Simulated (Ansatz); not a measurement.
# C9H11+: small, medium and large basis sets

One table from this session's results is given with a row withheld; the runs are named, their logs left out.

The runs use Ansatz 0.2.0, Gaussian basis; one geometry, several basis sets.

Plan: PBE0-D4/def2-SVP; ωB97M-V/def2-SVP; PBE0-D4/def2-QZVPP; ωB97M-V/def2-QZVPP; the functionals' def2-TZVPP values are taken from earlier runs.

## The relaxed structure

The geometry comes from an earlier relaxation with PBE0-D4 in a triple-zeta def2 set; it is a stationary point, not always the lowest conformer.

SMILES `C[C+](C)c1ccccc1`, 20 atoms, charge 1, spin multiplicity 1.

Atoms are counted from 1 here; the program's logs count them from 0.

Bond lengths: C1–C2 1.473 Å, C1–H10 1.101 Å, C1–H11 1.092 Å, C1–H12 1.086 Å, C2–C3 1.473 Å, C2–C4 1.408 Å, C3–H13 1.092 Å, C3–H14 1.085 Å, C3–H15 1.101 Å, C4–C5 1.420 Å, C4–C9 1.420 Å, C5–C6 1.372 Å, C5–H16 1.081 Å, C6–C7 1.394 Å, C6–H17 1.083 Å, C7–C8 1.394 Å, C7–H18 1.084 Å, C8–C9 1.372 Å and more. Angles: C2–C1–H10 107.2°, C2–C1–H11 110.3°, C2–C1–H12 115.3°, H10–C1–H11 105.4°, H10–C1–H12 108.3°, H11–C1–H12 109.9°, C1–C2–C3 114.5°, C1–C2–C4 122.8°, C3–C2–C4 122.8°, C2–C3–H13 110.3°, C2–C3–H14 115.3°, C2–C3–H15 107.2°, H13–C3–H14 109.9°, H13–C3–H15 105.4°, H14–C3–H15 108.3°, C2–C4–C5 120.9°, C2–C4–C9 120.9°, C5–C4–C9 118.2° and more.

The first run:

The input, in.yaml:

```yaml
crystal:
  periodic: [false, false, false]
  atoms:
    - {symbol: C, position_ang: [-0.463824, -0.839786, 2.224363]}
    - {symbol: C, position_ang: [-0.782148, -0.057433, 1.017194]}
    - {symbol: C, position_ang: [-2.071140, 0.653807, 1.073249]}
    - {symbol: C, position_ang: [0.074818, 0.005470, -0.097581]}
    - {symbol: C, position_ang: [1.344711, -0.628750, -0.077062]}
    - {symbol: C, position_ang: [2.181883, -0.554749, -1.161780]}
    - {symbol: C, position_ang: [1.771853, 0.130074, -2.304856]}
    - {symbol: C, position_ang: [0.526061, 0.753415, -2.360996]}
    - {symbol: C, position_ang: [-0.307807, 0.704688, -1.272299]}
    - {symbol: H, position_ang: [-0.049185, -0.139285, 2.965215]}
    - {symbol: H, position_ang: [-1.379200, -1.229602, 2.675123]}
    - {symbol: H, position_ang: [0.250078, -1.644831, 2.080837]}
    - {symbol: H, position_ang: [-2.288565, 0.962646, 2.098183]}
    - {symbol: H, position_ang: [-2.162408, 1.503125, 0.403456]}
    - {symbol: H, position_ang: [-2.855200, -0.074483, 0.815718]}
    - {symbol: H, position_ang: [1.673752, -1.162013, 0.803908]}
    - {symbol: H, position_ang: [3.154210, -1.029940, -1.133355]}
    - {symbol: H, position_ang: [2.432114, 0.178433, -3.163765]}
    - {symbol: H, position_ang: [0.221479, 1.277690, -3.257882]}
    - {symbol: H, position_ang: [-1.271482, 1.191515, -1.327670]}
basis:
  gaussian: {orbitals: def2-SVP}
total_charge: 1
hamiltonian: {xc: pbe0, dispersion: d4}
output: {orbitals: {seedname: orbitals}}
```

Among the steps run: PBE0-D4 in def2-SVP; ωB97M-V in def2-SVP; PBE0-D4 in def2-QZVPP; ωB97M-V in def2-QZVPP.

One table of the session follows, with a row left open; its other results are not shown here.

It belongs to the step «Density functionals: the series». 

```
functional       basis  HOMO (eV)  LUMO (eV)
   PBE0-D4    def2-SVP     -12.23      -8.00
   PBE0-D4  def2-TZVPP     -12.17      -7.93
   PBE0-D4  def2-QZVPP     -12.17      -7.93
   ωB97M-V    def2-SVP     -14.30      -6.05
   ωB97M-V  def2-TZVPP     -14.25      -6.00
   ωB97M-V  def2-QZVPP          ?          ?
```

Estimate the missing values for ωB97M-V, def2-QZVPP.

As computed: HOMO (eV): -14.24; LUMO (eV): -6.00. In the column «HOMO (eV)» it lies between ωB97M-V, def2-TZVPP (-14.25) and PBE0-D4, def2-SVP (-12.23).
